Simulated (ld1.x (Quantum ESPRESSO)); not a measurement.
# Gallium: generating and testing an ultrasoft potential

Task: generate the file, and judge it by its errors in other configurations, its logarithmic derivatives, its ghosts and its cutoff.

The numbers are computed with ld1.x (Quantum ESPRESSO) 7.5 (LDA (PW92), scalar-relativistic, spin-unpolarised reference atom).

## (1) The atom and the settings

Typed settings, in words:

```json
{
 "element": "gallium (Ga, Z = 31)",
 "type": "ultrasoft",
 "frozen core": "[Ar]",
 "valence charge": "13",
 "reference configuration": "3d10 4s2 4p0 (charge +1)",
 "partial waves": "4s (bound): rcut 1.60, rcutus 1.95 bohr; 4s channel at -0.35 Ry: rcut 1.60, rcutus 1.95 bohr; 4p (bound, empty): rcut 1.35, rcutus 1.75 bohr; 4p channel at -0.1 Ry: rcut 1.35, rcutus 1.75 bohr; 3d (bound): rcut 1.10, rcutus 1.48 bohr; 3d channel at -1.35 Ry: rcut 1.10, rcutus 1.48 bohr",
 "local potential": "all-electron potential smoothed inside 1.20 bohr (lloc = -1)",
 "core correction": "not asked for",
 "augmentation charge": "PSQ, radius 0.90 bohr"
}
```

## (2) Generation

The input, Ga.in:

```
 &input
   title='Ga', zed=31., rel=1, dft='PW', iswitch=3,
   config='[Ar] 3d10 4s2 4p0',
   nld=3, rlderiv=2.15, eminld=-4.0, emaxld=5.0, deld=0.02
 /
 &inputp
   pseudotype=3, tm=.true., lloc=-1, rcloc=1.20,
   nlcc=.false.,
   which_augfun='PSQ', rmatch_augfun=0.90,
   file_pseudopw='Ga.UPF', file_wfcaegen='ae.wfc', file_wfcncgen='nc.wfc', file_beta='beta', file_chi='chi', file_wfcusgen='us.wfc'
 /
6
4S  1  0   2.00   0.00  1.60  1.95  0.0
4S  1  0   0.00  -0.35  1.60  1.95  0.0
4P  2  1   0.00   0.00  1.35  1.75  0.0
4P  2  1   0.00  -0.10  1.35  1.75  0.0
3D  3  2  10.00   0.00  1.10  1.48  0.0
3D  3  2   0.00  -1.35  1.10  1.48  0.0
 &test
   configts(1)='3d10 4s2 4p0'
 /
```

Run with:

```bash
$ ld1.x < Ga.in > Ga.out
```

What the program wrote to Ga.out (without the banner and most projector matrices):

```text
     Program LD1 v.7.5
     --------------------------- All-electron run ----------------------------

     Ga
     scalar relativistic calculation

     atomic number is 31.00
     dft =PW   lsd =0 sic =0 latt =0  beta=0.20 tr2=1.0E-14
     Exchange-correlation= PW
                           (   1   4   0   0   0   0   0)
     mesh =1205 r(mesh) = 101.09016 a.u. xmin = -7.00 dx = 0.01250
     1 Ry =  13.60569312 eV, c = 137.03599908

     n l     nl                  e(Ry)          e(Ha)          e(eV)
     1 0     1S 1( 2.00)      -751.0907      -375.5453    -10219.1091
     2 0     2S 1( 2.00)       -93.2264       -46.6132     -1268.4104
     2 1     2P 1( 6.00)       -81.3314       -40.6657     -1106.5699
     3 0     3S 1( 2.00)       -11.4514        -5.7257      -155.8045
     3 1     3P 1( 6.00)        -7.8667        -3.9333      -107.0313
     3 2     3D 1(10.00)        -2.0401        -1.0200       -27.7569
     4 0     4S 1( 2.00)        -1.2240        -0.6120       -16.6536
     4 1     4P 1( 0.00)        -0.6835        -0.3417        -9.2991

     final scf error:  7.0E-15 reached in  32 iterations

     Etot =   -3881.811222 Ry,   -1940.905611 Ha,  -52814.732244 eV

     Ekin =    3946.310091 Ry,    1973.155045 Ha,   53692.284062 eV
     Encl =   -9342.519489 Ry,   -4671.259745 Ha, -127111.453170 eV
     Eh   =    1659.228934 Ry,     829.614467 Ha,   22574.959702 eV
     Exc  =    -144.830757 Ry,     -72.415379 Ha,   -1970.522838 eV

     normalization and overlap integrals

     s(1S/1S) =  1.000000  <r> =   0.0487  <r2> =    0.0032  r(max) =   0.0319
     s(2S/2S) =  1.000000  <r> =   0.2182  <r2> =    0.0562  r(max) =   0.1833
     s(2P/2P) =  1.000000  <r> =   0.1909  <r2> =    0.0447  r(max) =   0.1464
     s(3S/3S) =  1.000000  <r> =   0.6531  <r2> =    0.4929  r(max) =   0.5647
     s(3P/3P) =  1.000000  <r> =   0.6800  <r2> =    0.5460  r(max) =   0.5647
     s(3D/3D) =  1.000000  <r> =   0.8080  <r2> =    0.8540  r(max) =   0.5305
     s(4S/4S) =  1.000000  <r> =   2.2035  <r2> =    5.5762  r(max) =   1.8515
     s(4P/4P) =  1.000000  <r> =   2.8134  <r2> =    9.1914  r(max) =   2.2899

     ------------------------ End of All-electron run ------------------------

     --------------------- Generating US pseudopotential ---------------------

      Generating local potential from pseudized AE potential:
      Matching radius rcloc =   1.2000

      Local pseudo, rcloc= 1.210 Estimated cut-off energy=    16.49 Ry
      Wfc-us  4S rcutus= 1.946  Estimated cut-off energy=    11.94 Ry
      Wfc-us  4S rcutus= 1.946  Estimated cut-off energy=    13.51 Ry
      Wfc-us  4P rcutus= 1.761  Estimated cut-off energy=    22.95 Ry
      Wfc-us  4P rcutus= 1.761  Estimated cut-off energy=    23.65 Ry
      Wfc-us  3D rcutus= 1.478  Estimated cut-off energy=    54.21 Ry
      Wfc-us  3D rcutus= 1.478  Estimated cut-off energy=    75.08 Ry

     Q pseudized with Bessel functions
     Expected ecutrho=     475.1110 due to l1=  2   l2=  2

     ------------------- End of pseudopotential generation -------------------

     [... the all-electron block is printed once more ...]


     Computing logarithmic derivative in   2.13781
     Computing logarithmic derivative in   2.13781
     Computing the partial wave expansion
     R is outside the sphere for l=    0 j= 0.00
     R is outside the sphere for l=    0 j= 0.00
     R is outside the sphere for l=    1 j= 0.00
     R is outside the sphere for l=    1 j= 0.00
     R is outside the sphere for l=    2 j= 0.00
     R is outside the sphere for l=    2 j= 0.00

     ---------------------- Testing the pseudopotential ----------------------

     Ga
     scalar relativistic calculation

     atomic number is 31.00   valence charge is 13.00
     dft =PW   lsd =0 sic =0 latt =0  beta=0.20 tr2=1.0E-14
     mesh =1205 r(mesh) = 101.09016 xmin = -7.00 dx = 0.01250

     n l     nl             e AE (Ry)        e PS (Ry)    De AE-PS (Ry)
     3 2     3D   1(10.00)       -2.04010       -2.04010        0.00000
     1 0     4S   1( 2.00)       -1.22402       -1.22402        0.00000
     2 1     4P   1( 0.00)       -0.68347       -0.68347       -0.00000

     eps = 5.6E-15  iter =  4

     Etot =   -3881.811222 Ry,   -1940.905611 Ha,  -52814.732244 eV
     Etotps =  -154.883405 Ry,     -77.441702 Ha,   -2107.296076 eV

     Ekin =      34.176658 Ry,      17.088329 Ha,     464.997117 eV
     Encl =    -381.300882 Ry,    -190.650441 Ha,   -5187.862783 eV
     Ehrt =     138.291402 Ry,      69.145701 Ha,    1881.550372 eV
     Ecxc =     -19.828807 Ry,      -9.914403 Ha,    -269.784656 eV
     Epseu=      73.778224 Ry,      36.889112 Ha,    1003.803874 eV

     ---------------------- End of pseudopotential test ----------------------
```

Wall time 0.9 s (1 thread of Neoverse-V1, shared host). This counts the later configuration tests of the new file too.

Partial waves on a coarse radial grid (AE all-electron, PS pseudo):

```tsv
r (bohr)	3d AE	3d PS	4s AE	4s PS
0.098	0.1379	0.0027	0.1353	0.0565
0.195	0.4908	0.0207	0.1560	0.1123
0.292	0.8123	0.0648	-0.0851	0.1678
0.390	1.0103	0.1403	-0.2778	0.2234
0.488	1.0895	0.2425	-0.3378	0.2782
0.585	1.0874	0.3586	-0.2902	0.3315
0.682	1.0388	0.4738	-0.1794	0.3834
0.780	0.9660	0.5726	-0.0390	0.4341
0.878	0.8837	0.6403	0.1066	0.4828
0.975	0.8010	0.6700	0.2425	0.5283
1.072	0.7212	0.6632	0.3633	0.5709
1.170	0.6456	0.6269	0.4673	0.6103
1.268	0.5762	0.5728	0.5524	0.6455
1.365	0.5137	0.5136	0.6190	0.6759
1.463	0.4567	0.4567	0.6700	0.7015
1.560	0.4061	0.4061	0.7058	0.7213
1.658	0.3603	0.3603	0.7293	0.7355
1.755	0.3199	0.3199	0.7417	0.7434
1.852	0.2838	0.2838	0.7450	0.7452
1.950	0.2514	0.2514	0.7405	0.7405
2.047	0.2228	0.2228	0.7297	0.7297
2.145	0.1972	0.1972	0.7136	0.7136
2.242	0.1747	0.1747	0.6937	0.6937
2.340	0.1545	0.1545	0.6703	0.6703
2.438	0.1365	0.1365	0.6446	0.6446
2.535	0.1208	0.1208	0.6174	0.6174
```

## (3) Transferability test

The input, Ga.test.in:

```
 &input
   title='Ga', zed=31., rel=1, dft='PW', iswitch=2,
   config='[Ar] 3d10 4s2 4p0'
 /
 &test
   file_pseudo='Ga.UPF', nconf=10,
   configts(1)='3d10 4s2 4p0',
   configts(2)='3d10 4s2 4p1',
   configts(3)='3d10 4s1 4p0',
   configts(4)='3d10 4s0 4p0',
   configts(5)='3d10 4s0 4p3',
   configts(6)='3d10 4s2 4p0.5',
   configts(7)='3d10 4s1 4p2',
   configts(8)='3d9 4s2 4p2',
   configts(9)='3d10 4s2 4p1', lsdts(9)=1,
   configts(10)='3d10 4s1 4p0', lsdts(10)=1
 /
```

Run with:

```bash
$ ld1.x < Ga.test.in > Ga.test.out
```

Ga.test.out, the pseudopotential blocks:

```text
     ---------------------- Testing the pseudopotential ----------------------

     Ga
     scalar relativistic calculation

     atomic number is 31.00   valence charge is 13.00
     dft =PW   lsd =0 sic =0 latt =0  beta=0.20 tr2=1.0E-14
     mesh =1205 r(mesh) = 101.09016 xmin = -7.00 dx = 0.01250

     n l     nl             e AE (Ry)        e PS (Ry)    De AE-PS (Ry)
     3 2     3D   1(10.00)       -2.04010       -2.04010        0.00000
     1 0     4S   1( 2.00)       -1.22402       -1.22402        0.00000
     2 1     4P   1( 0.00)       -0.68347       -0.68347       -0.00000

     eps = 5.6E-15  iter =  4

     Etot =   -3881.811222 Ry,   -1940.905611 Ha,  -52814.732244 eV
     Etotps =  -154.883405 Ry,     -77.441702 Ha,   -2107.296076 eV

     Ekin =      34.176658 Ry,      17.088329 Ha,     464.997117 eV
     Encl =    -381.300882 Ry,    -190.650441 Ha,   -5187.862783 eV
     Ehrt =     138.291402 Ry,      69.145701 Ha,    1881.550372 eV
     Ecxc =     -19.828807 Ry,      -9.914403 Ha,    -269.784656 eV
     Epseu=      73.778224 Ry,      36.889112 Ha,    1003.803874 eV

     ---------------------- End of pseudopotential test ----------------------
```

9 tests gave no usable energy difference (3d10 4s2 4p1; 3d10 4s1 4p0; 3d10 4s0 4p0; 3d10 4s0 4p3; others); the test run stopped with "negative rho".

## (4) Does it scatter like the atom?

Taken from the files of the generation run. The phase is arctan(r·u′/u) with u = r·R, unwrapped, with energies in Ry. A pole is an energy at which the radial function vanishes at the test radius. The pseudo phase is shifted by a multiple of π to meet the all-electron one at the reference energy. Levels narrower than the energy grid can be missing from the poles. The last column is the largest difference on the grid between −1 and +1 Ry.

| channel | radius (bohr) | reference (Ry) | poles AE | poles PS | window around the reference with phases within 0.05 rad (Ry) | largest difference near zero (rad) |
| --- | --- | --- | --- | --- | --- | --- |
| s | 2.14 | -1.22 | 1.31 | 1.31 | the whole range | 0.000 |
| p | 2.14 | -0.68 | 2.70 | 0.23, 2.77 | below 0.2 | 3.140 |
| d | 2.14 | -2.04 | -1.93 | -1.93 | the whole range | 0.001 |

Phases (rad) along the scan:

```tsv
E (Ry)	p AE	p PS	d AE	d PS
-4.00	1.286	1.285	1.318	1.318
-3.52	1.258	1.257	1.295	1.295
-3.04	1.221	1.220	1.258	1.258
-2.56	1.168	1.168	1.171	1.171
-2.08	1.090	1.089	-0.854	-0.854
-1.60	0.959	0.958	-1.779	-1.779
-1.12	0.707	0.707	-1.873	-1.873
-0.64	0.173	0.173	-1.948	-1.948
-0.16	-0.589	-0.589	-2.041	-2.041
0.32	-1.056	-4.194	-2.185	-2.185
0.80	-1.278	-4.418	-2.451	-2.450
1.28	-1.399	-4.538	-2.982	-2.978
1.76	-1.476	-4.614	-3.697	-3.690
2.24	-1.530	-4.667	-4.149	-4.143
2.72	-1.572	-4.708	-4.373	-4.368
3.20	-1.608	-4.743	-4.498	-4.493
3.68	-1.641	-4.773	-4.578	-4.573
4.16	-1.673	-4.801	-4.634	-4.628
4.64	-1.707	-4.830	-4.677	-4.671
```

## (5) Cutoff and ghost test in a Bessel basis

A separate test, outside the generator: the pseudo-atom's Hamiltonian at the reference potential is diagonalised in spherical Bessel functions j_l(qr) that vanish at 20 bohr, with q² up to the cutoff.

All-electron valence levels (Ry): 4s -1.2240, 4p -0.6835, 3d -2.0401. The lowest levels of each channel (Ry) by cutoff; the last column sums, over occupied levels, occupation times the distance from the level at 400 Ry. A positive value at high cutoff is not a bound level.

```tsv
cutoff (Ry)	s #1	p #1	d #1	f #1	Σ f·Δε (mRy)
8	-1.2231	-0.6814	-0.3669	-0.0473	16734.0
15	-1.2239	-0.6832	-1.1206	-0.0473	9195.2
21	-1.2240	-0.6834	-1.7040	-0.0473	3361.6
35	-1.2240	-0.6835	-2.0108	-0.0473	293.2
45	-1.2240	-0.6835	-2.0375	-0.0473	26.6
50	-1.2240	-0.6835	-2.0393	-0.0473	8.2
60	-1.2240	-0.6835	-2.0394	-0.0473	7.1
80	-1.2240	-0.6835	-2.0400	-0.0473	1.4
90	-1.2240	-0.6835	-2.0400	-0.0473	0.8
110	-1.2240	-0.6835	-2.0401	-0.0473	0.5
400	-1.2240	-0.6835	-2.0401	-0.0473	0.0
```

The sum stays within 10 mRy from 50 Ry and within 1 mRy from 90 Ry. The sum leaves out empty levels, which can need more. Ghost test: no level below the all-electron spectrum of its channel (s, p, d, f tested).

## (6) Outcome

| quantity | value |
| --- | --- |
| cutoffs for 10 and 1 mRy, occupied levels | 50 Ry and 90 Ry |
| bound ghosts | none found |
| configuration tests | no usable energy difference |
| largest phase difference near zero energy, channels read | 3.140 rad |
| lowest eigenvalue of the overlap (Bessel basis) | 0.304 (s) |
| density cutoff estimated by the generator | 475 Ry |

What this shows: The test run broke off, so later configurations gave nothing; no test gave an energy difference. It counts as of middling hardness, with 50 Ry needed at the looser tolerance. The slowest occupied level is 3d: taken alone it needs 50 Ry to come within 1 mRy, against 8 Ry for 4s. It is free of bound ghosts as far as tested. Near zero energy the largest phase difference among the channels read is 3.14 rad, in the p channel. A step near π is an extra or missing state, not a misfit of shape. The pseudo curves have a pole with no partner nearby in the atom's: p at 0.23 Ry. At positive energy that is a spurious or a displaced resonance.
